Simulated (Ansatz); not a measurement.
**CH₂BrF (SMILES FCBr): a rigid scan of the bond length C2–Br3**

An exercise on one series of results from a longer session: the logs are not shown, and one member is left open.

Method: single points in def2-TZVPP; program: Ansatz 0.2.0, Gaussian basis.

Levels: PBE-D4, r2SCAN-D4, PBE0-D4, B3LYP-D4, wB97M-V, Hartree-Fock, MP2, CCSD, CCSD(T). The scan takes 1.741, 1.780, 1.837, 1.904, 1.977, 2.056, 2.141, 2.229, 2.322 Å.

Cores are frozen in the correlated methods. Filled d shells of the heavier atoms are correlated. B3LYP uses VWN-RPA correlation.

28 further runs of the same task are left out: 28 set aside as unsound or not needed.

## The system as given

The minimum, relaxed at PBE0-D4: SMILES `FCBr`, 5 atoms, charge 0, spin multiplicity 1.

Atoms are counted from 1 here; the program's logs count them from 0.

Bond lengths: F1–C2 1.352 Å, C2–Br3 1.935 Å, C2–H4 1.088 Å, C2–H5 1.088 Å. Angles: F1–C2–Br3 110.7°, F1–C2–H4 109.8°, F1–C2–H5 109.8°, Br3–C2–H4 106.9°, Br3–C2–H5 106.9°, H4–C2–H5 112.8°.

As a file:

```xyz
5

F     0.6869    1.1707    0.1630
C     0.1500   -0.0667    0.0766
Br   -1.5449   -0.0125   -0.8552
H     0.8077   -0.7136   -0.5004
H    -0.0497   -0.4515    1.0746
```

Energies of the minimum (eV), from earlier single points: PBE-D4 -73819.80290, r2SCAN-D4 -73832.04421, PBE0-D4 -73822.29662, B3LYP-D4 -73835.18553, wB97M-V -73829.05885, CCSD(T) -73788.35654.

At the minimum the bond length C2–Br3 is 1.935 Å.

The first run:

File ccsdt-tzvpp/in.yaml:

```yaml
crystal:
  periodic: [false, false, false]
  atoms:
    - {symbol: F, position_ang: [0.686867, 1.170676, 0.162973]}
    - {symbol: C, position_ang: [0.149967, -0.066714, 0.076580]}
    - {symbol: Br, position_ang: [-1.375102, -0.017974, -0.761794]}
    - {symbol: H, position_ang: [0.807725, -0.713598, -0.500416]}
    - {symbol: H, position_ang: [-0.049735, -0.451517, 1.074615]}
basis:
  gaussian: {orbitals: def2-TZVPP}
correlation: {method: ccsd_t}
```

No record of the launch command was kept for these runs.

Steps of the session up to this table: C2–Br3 = 1.741 Å; C2–Br3 = 1.780 Å; C2–Br3 = 1.837 Å; C2–Br3 = 1.904 Å; C2–Br3 = 1.977 Å; C2–Br3 = 2.056 Å; C2–Br3 = 2.141 Å; C2–Br3 = 2.229 Å; C2–Br3 = 2.322 Å.

One of the session's tables, all rows but one given; the rest of the session is left out.

Energies less that of the minimum at the same level (eV):

| bond length (Å) | PBE-D4 | PBE0-D4 | B3LYP-D4 | wB97M-V | Hartree-Fock |
| --- | --- | --- | --- | --- | --- |
| 1.741 | 0.535 | 0.458 | 0.534 | 0.468 | 0.491 |
| 1.780 | 0.337 | 0.274 | 0.335 | 0.280 | 0.292 |
| 1.837 | 0.141 | 0.099 | 0.138 | 0.102 | 0.104 |
| 1.904 | ? | ? | ? | ? | ? |
| 1.935 (minimum) | 0.000 | 0.000 | 0.000 | 0.000 | 0.000 |
| 1.977 | -0.004 | 0.015 | -0.002 | 0.015 | 0.019 |
| 2.056 | 0.053 | 0.109 | 0.061 | 0.112 | 0.127 |
| 2.141 | 0.183 | 0.280 | 0.199 | 0.289 | 0.322 |
| 2.229 | 0.366 | 0.505 | 0.391 | 0.523 | 0.578 |
| 2.322 | 0.590 | 0.774 | 0.627 | 0.804 | 0.885 |

**Question.** Estimate the row for bond length (Å) = 1.904.

As computed: PBE-D4: 0.022; PBE0-D4: 0.009; B3LYP-D4: 0.021; wB97M-V: 0.009; Hartree-Fock: 0.008.
